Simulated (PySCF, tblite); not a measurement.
# C4H11NOSi2: geometry, infrared bands and NMR shifts

What infrared bands and NMR shifts should C4H11NOSi2 (`CC(=O)NC1[SiH2]C[SiH2]1`) show?

The runs use tblite 0.8.0 and PySCF 2.14.0, with density-fitted response routines of our own; the level of theory stands in each step. All values are computed, except where a source is named. Atoms are numbered from 0 throughout.

### 1 The molecule as given

19 atoms, charge 0, multiplicity 1; geometry from: force field or distance geometry start.

Bonds of the start (Å): C0–C1 1.50, C1–O2 1.21, C1–N3 1.39, N3–C4 1.48, C4–Si5 1.93, Si5–C6 1.91, C6–Si7 1.89, Si7–C4 1.93, C0–H8 1.09, C0–H9 1.10, C0–H10 1.09, N3–H11 1.03, C4–H12 1.09, Si5–H13 1.48, Si5–H14 1.50, C6–H15 1.10, C6–H16 1.09, Si7–H17 1.49, Si7–H18 1.49.

### 2 Relaxing the molecule with GFN2-xTB

Job settings and geometry (Å):

```
{"job": {"kind": "relax", "xc": "GFN2-xTB", "basis": "xTB"}, "charge": 0, "multiplicity": 1}
C     -3.331300    -0.025600     0.267500
C     -2.035400     0.045300    -0.478600
O     -1.926200     0.467500    -1.609400
N     -0.953100    -0.389500     0.268300
C      0.426600    -0.416400    -0.263900
Si     1.389800     1.254800    -0.228700
C      2.970200     0.261200     0.152300
Si     1.816800    -1.019500     0.928900
H     -3.413400     0.833000     0.941200
H     -4.169300    -0.001200    -0.444200
H     -3.412600    -0.948200     0.848300
H     -1.143600    -0.707800     1.227900
H      0.487900    -0.907800    -1.235400
H      1.475400     1.972500    -1.524200
H      0.984700     2.129100     0.916800
H      3.663500     0.739800     0.857000
H      3.491700    -0.088900    -0.734100
H      2.210500    -2.438900     0.693800
H      1.458300    -0.750000     2.350400
```

The run is started by

```bash
$ OMP_NUM_THREADS=1 python probes_run.py task.json out
```

One launch serves the whole session: the jobs run in the order shown.

**Question.** This job is followed by: GFN2-xTB harmonic vibrations, gas phase; GIAO PBE0/pcSseg-1 NMR shielding, non-relativistic, gas phase. Predict these results of the whole session: strongest single infrared mode (GFN2-xTB); zero-point energy (GFN2-xTB); 13C shifts against TMS (PBE0/pcSseg-1); 1H shifts against TMS (PBE0/pcSseg-1, means over atoms taken as alike); 17O shifts against H2O (PBE0/pcSseg-1); 15N shifts against NH3 (PBE0/pcSseg-1); 29Si shifts against TMS (PBE0/pcSseg-1, means over atoms taken as alike).

The runs gave:

| quantity | value |
| --- | --- |
| strongest single infrared mode (GFN2-xTB) | 2252 cm⁻¹, 452 km/mol |
| zero-point energy (GFN2-xTB) | 87.1 kcal/mol |
| 13C shifts against TMS (PBE0/pcSseg-1) | 174.0, 36.1, 24.0, 0.3 ppm |
| 1H shifts against TMS (PBE0/pcSseg-1, means over atoms taken as alike) | 5.40, 4.98, 4.69, 3.01, 1.88, 0.38, 0.23 ppm |
| 17O shifts against H2O (PBE0/pcSseg-1) | 369.6 ppm |
| 15N shifts against NH3 (PBE0/pcSseg-1) | 142.6 ppm |
| 29Si shifts against TMS (PBE0/pcSseg-1, means over atoms taken as alike) | -54.4 ppm |

What this shows: Over 124 steps the energy fell by 0.612 eV; of the close pairs, C1–N3 changed most, 1.385 to 1.330 Å. The lowest mode is imaginary (28i cm⁻¹), so the xTB geometry is not a minimum. The strongest single mode, at 2252 cm⁻¹, moves mainly H14. GFN2-xTB is a fitted tight-binding method: band positions and strengths are rough. Its intensities can rank the bands wrongly. The most deshielded carbon is C1 (amide carbonyl carbon), at 174.0 ppm: it is a carbonyl in resonance with an O or N lone pair, the region of acids, esters and amides. At PBE0/pcSseg-1: The widest tensor belongs to O2: span 633 ppm, with a paramagnetic part of -440 ppm.
